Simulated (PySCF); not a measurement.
# [Dy(CO)]2+: other functionals and bases at one geometry

One table from this session's results is given with a row withheld; the runs are named, their logs left out.

Program: PySCF 2.14.0. Level of theory: several levels, as the steps say, no spin–orbit coupling. These are calculated values, not measurements.

1 further run of the same task is left out (for a known fault of the program).

## Where the work starts

3 atoms, charge 2, spin multiplicity 1.

Bond lengths: Dy1–C2 2.802 Å, C2–O3 1.115 Å. Angles: Dy1–C2–O3 180.0°.

Geometry (Å):

```xyz
3

Dy    0.00000    0.00000   -0.64558
C     0.00000    0.00000    2.15678
O     0.00000    0.00000    3.27182
```

Formal oxidation states: Dy +2. Each metal's 10 4f electrons lie in its core potential, so multiplicities, spins and levels count the valence alone. An earlier session relaxed this geometry at PBE0, Dy lcecp-0-SVP with ECP56, C def2-SVP, O def2-SVP (singlet, point group C∞v).

At PBE0 on the finer grid: E = -143.403524 Eh, frontier levels not given, since the 4f levels lie in the core, Mulliken charge on Dy1 +1.82 e, largest force component 0.001 eV/Å. 

Levels to run: CAM-B3LYP; wB97X; PBE0, TZVP. Hardware: 2 threads of Arm Neoverse V2, shared host.

The first run:

File run.py (the lines that set the calculation):

```python
mol = gto.M(atom='''
Dy     0.00000     0.00000    -0.64558
C      0.00000     0.00000     2.15678
O      0.00000     0.00000     3.27182''',
    basis={'Dy': 'lcecp-0-SVP', 'C': 'def2-SVP', 'O': 'def2-SVP'},
    ecp={'Dy': 'lcecp-0-SVP'},
    charge=2, spin=0)
mf = dft.RKS(mol, xc='CAMB3LYP')
mf.grids.atom_grid = (75, 302)  # f atoms: unpruned, at least (60, 302)
mf = mf.density_fit()  # fitting sets: Dy AutoAux, C def2-universal-JKFIT, O def2-universal-JKFIT
mf.conv_tol = 1e-08; mf.max_cycle = 55
mf.kernel(dm0)  # dm0: the density of the relaxed state
```

The run is started by

```console
OMP_NUM_THREADS=2 python run.py
```

Steps of the session up to this table: CAM-B3LYP; wB97X; PBE0, TZVP.

One table of the session follows, with a row left open; its other results are not shown here.

| level | charge on Dy1 (e) | dipole (D) | largest force component (eV/Å) |
| --- | --- | --- | --- |
| PBE0 (relaxed here) | 1.82 | 2.13 | 0.00 |
| CAM-B3LYP | 1.81 | 2.17 | 0.27 |
| wB97X | 1.83 | 2.26 | 0.04 |
| PBE0, TZVP | ? | ? | ? |

Q: Estimate the row for PBE0, TZVP from the others.

The run gave: charge on Dy1 (e): 1.87; dipole (D): 2.07; largest force component (eV/Å): 0.66. In the column «charge on Dy1 (e)» it is the highest.

The dipole of a charged species depends on the origin, so these sizes hold for this origin alone.

The largest leftover force, 0.66 eV/Å with PBE0, TZVP, stands at a geometry relaxed at another level. With 4f in the core, its levels are missing from HOMO and gap, and its count is fixed, so no charge can pass from the ligands into it. Total energies of different levels can't be compared.
